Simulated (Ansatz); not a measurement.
# GaH₂Br: a ladder of functionals and wavefunction methods

How much do the methods differ for GaH₂Br? The plan is to run it at one geometry with functionals of several rungs and with coupled cluster. The yardstick is the atomisation energy at the CCSD(T) limit.

Computed with Ansatz 0.2.0, Gaussian basis. Level: functionals in def2-TZVPP, the program's frozen cores in correlated methods.

Plan: LDA (SPW92), PBE-D4, revPBE-D4, BLYP-D4, r2SCAN-D4, B97M-V, PBE0-D4, B3LYP-D4, r2SCANh-D4, r2SCAN0-D4, HSE06-D4, BHLYP-D4, CAM-B3LYP-D4, LC-ωPBE, ωB97X-V, ωB97M-V, B2PLYP, PBE-QIDH; CCSD(T)/def2-SVP; CCSD(T)/def2-TZVPP; MP2/def2-QZVPP; extrapolation to the limit; RPA on PBE.

## 1. The relaxed structure

The geometry comes from an earlier relaxation with PBE0-D4 in a triple-zeta def2 set; it is a stationary point.

SMILES `[GaH2][Br]`, 4 atoms, charge 0, spin multiplicity 1.

Atoms are counted from 1 here; the program's logs count them from 0.

Bond lengths: Ga1–Br2 2.294 Å, Ga1–H3 1.557 Å, Ga1–H4 1.557 Å. Angles: Br2–Ga1–H3 115.4°, Br2–Ga1–H4 115.4°, H3–Ga1–H4 129.2°.

## 2. LDA

This LDA is Slater exchange with PW92 correlation.

The input, in.yaml:

```yaml
crystal:
  periodic: [false, false, false]
  atoms:
    - {symbol: Ga, position_ang: [-0.204197, 0.020143, -0.098148]}
    - {symbol: Br, position_ang: [1.882961, -0.316979, 0.792631]}
    - {symbol: H, position_ang: [-1.323960, -0.909580, 0.453761]}
    - {symbol: H, position_ang: [-0.299304, 1.146116, -1.168643]}
basis:
  gaussian: {orbitals: def2-TZVPP}
hamiltonian: {xc: lda}
output: {orbitals: {seedname: orbitals}}
```

Further steps of the session: PBE-D4 (GGA); revPBE-D4 (GGA); BLYP-D4 (GGA); r2SCAN-D4 (meta-GGA); B97M-V (meta-GGA); PBE0-D4 (hybrid); B3LYP-D4 (hybrid); r2SCANh-D4 (hybrid); r2SCAN0-D4 (hybrid); HSE06-D4 (hybrid); BHLYP-D4 (hybrid); CAM-B3LYP-D4 (range-separated); LC-ωPBE-D4 (range-separated); ωB97X-V (range-separated); ωB97M-V (range-separated); B2PLYP (double hybrid); PBE-QIDH (double hybrid); CCSD(T) in def2-SVP; CCSD(T) in def2-TZVPP; MP2 in def2-QZVPP; RPA on PBE orbitals.

Before running them: what should the planned runs give, taken together? Wanted: atomisation energy, CCSD(T)/CBS; farthest beyond LDA; mean size of error, GGA; mean size of error, meta-GGA; mean size of error, hybrid; mean size of error, range-separated; mean size of error, double hybrid; gap, smallest and largest; T1 diagnostic.

The runs gave:

```
                               quantity                                      value
        atomisation energy, CCSD(T)/CBS                                   9.343 eV
    functionals within 0.093 eV (1.0 %)     r2SCAN-D4, B97M-V, r2SCANh-D4, ωB97X-V
                    farthest beyond LDA                      revPBE-D4 (-0.495 eV)
                mean size of error, GGA                                   0.427 eV
           mean size of error, meta-GGA                                   0.009 eV
             mean size of error, hybrid                                   0.223 eV
    mean size of error, range-separated                                   0.182 eV
      mean size of error, double hybrid                                   0.201 eV
              gap, smallest and largest  3.97 eV (LDA (SPW92)), 10.90 eV (LC-ωPBE)
                          T1 diagnostic                                     0.0105
triples share of the correlation energy                                      3.4 %
```

In words: LDA overbinds by 0.967 eV (10 %). PBE-D4 is off by -0.291 eV. Double hybrids carry the basis error of their MP2 part in triple zeta, and no dispersion term here, so their miss is partly the set-up's. By mean error the best rung here is meta-GGA (0.009 eV) and the worst beyond LDA is GGA (0.427 eV). Misses under about 0.093 eV are within the doubt on the reference itself, which lacks core-valence correlation, relativity and higher excitations, and its outer-core shells are covered unevenly. All levels share the lack of spin-orbit coupling, which lowers the free heavy atoms and so the true binding. Hartree-Fock recovers 75 % of the binding; the rest is correlation. CCSD(T) in def2-SVP is off by -0.604 eV, so the small basis spoils what the method gains. The gap grows from 4.0 to 10.9 eV across the functionals, mostly with the share of exact exchange. Correlated methods include outer-core shells of Br, Ga, which these sets cover unevenly.
